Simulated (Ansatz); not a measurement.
# P: the cost of one run

Program: Ansatz 0.2.0. Level of theory: DFT r2SCAN, scalar-relativistic, plane waves, PAW. These are calculated values, not measurements.

4 further runs of the same task are left out: 4 set aside as unsound or not needed.

## (1) Starting point

Symmetry: Cmce, No. 64, orthorhombic system. Conventional cell: a = 3.299 Å, b = 11.020 Å, c = 4.558 Å, α = 90.00°, β = 90.00°, γ = 90.00°. P (site symmetry m) is surrounded by 3 P at 2.21 to 2.25 Å.

As a file:

```cif
data_structure
_symmetry_space_group_name_H-M 'Cmce'
_symmetry_Int_Tables_number 64
_cell_length_a 3.2994
_cell_length_b 11.0200
_cell_length_c 4.5580
_cell_angle_alpha 90.000
_cell_angle_beta 90.000
_cell_angle_gamma 90.000
_cell_volume 165.73
loop_
_atom_site_label
_atom_site_type_symbol
_atom_site_symmetry_multiplicity
_atom_site_Wyckoff_symbol
_atom_site_fract_x
_atom_site_fract_y
_atom_site_fract_z
_atom_site_occupancy
P1 P 8 f 0.50000 0.59539 0.08853 1
```

It is the result of an earlier relaxation at this level (volume 20.72 Å³/atom; gap on the mesh: 0.25 eV).

## (2) Static run: bands, density of states and charges

input.yaml reads:

```yaml
crystal:
  lattice:
    - [1.6496884135, -5.5100199363, 0.0]
    - [1.6496884135, 5.5100199363, 0.0]
    - [0.0, 0.0, 4.558024618]
  atoms:
    - { symbol: P, position: [0.9046105601, 0.0953894399, 0.0885270107] }
    - { symbol: P, position: [0.5953894399, 0.4046105601, 0.5885270107] }
    - { symbol: P, position: [0.0953894399, 0.9046105601, 0.9114729893] }
    - { symbol: P, position: [0.4046105601, 0.5953894399, 0.4114729893] }
basis:
  ecutwfc: 500
kpoints:
  mp_grid: { grid: [12, 12, 8] }
  band_path:
    path:
      - [[0.0, 0.0, 0.0], [-0.5, 0.5, 0.0], [-0.27240978, 0.72759022, 0.0]]
      - [[0.27240978, 0.27240978, 0.0], [0.0, 0.0, 0.0], [0.0, 0.0, 0.5], [0.27240978, 0.27240978, 0.5]]
      - [[-0.27240978, 0.72759022, 0.5], [-0.5, 0.5, 0.5], [-0.5, 0.5, 0.0]]
      - [[0.0, 0.0, 0.0], [0.0, 0.5, 0.0], [0.0, 0.5, 0.5], [0.0, 0.0, 0.5], [-0.5, 0.5, 0.5]]
    npoints: 14
hamiltonian:
  xc: r2scan
scf:
  occupations: { method: gaussian, width: 0.01 }
  n_extra_bands: 10
output:
  forces: true
  stress: true
  eigenvalues: true
  populations: true
  dos: { projected: true, de: 0.02, nscf_kmesh: { grid: [18, 18, 12] } }
  bader: true
  write_density: true
  write_potential: true
  elf: true
  volumetric_format: npy
```

On the command line:

```
> ansatz run input.yaml --threads 1 --pin off --max-ram 2560MiB --backend cpu --events-out ev --progress --plain --runs-dir out
```

What time and memory should one allow on 1 thread of Arm Neoverse V1, shared host?

About 3 min, with a peak of 1.1 GiB.
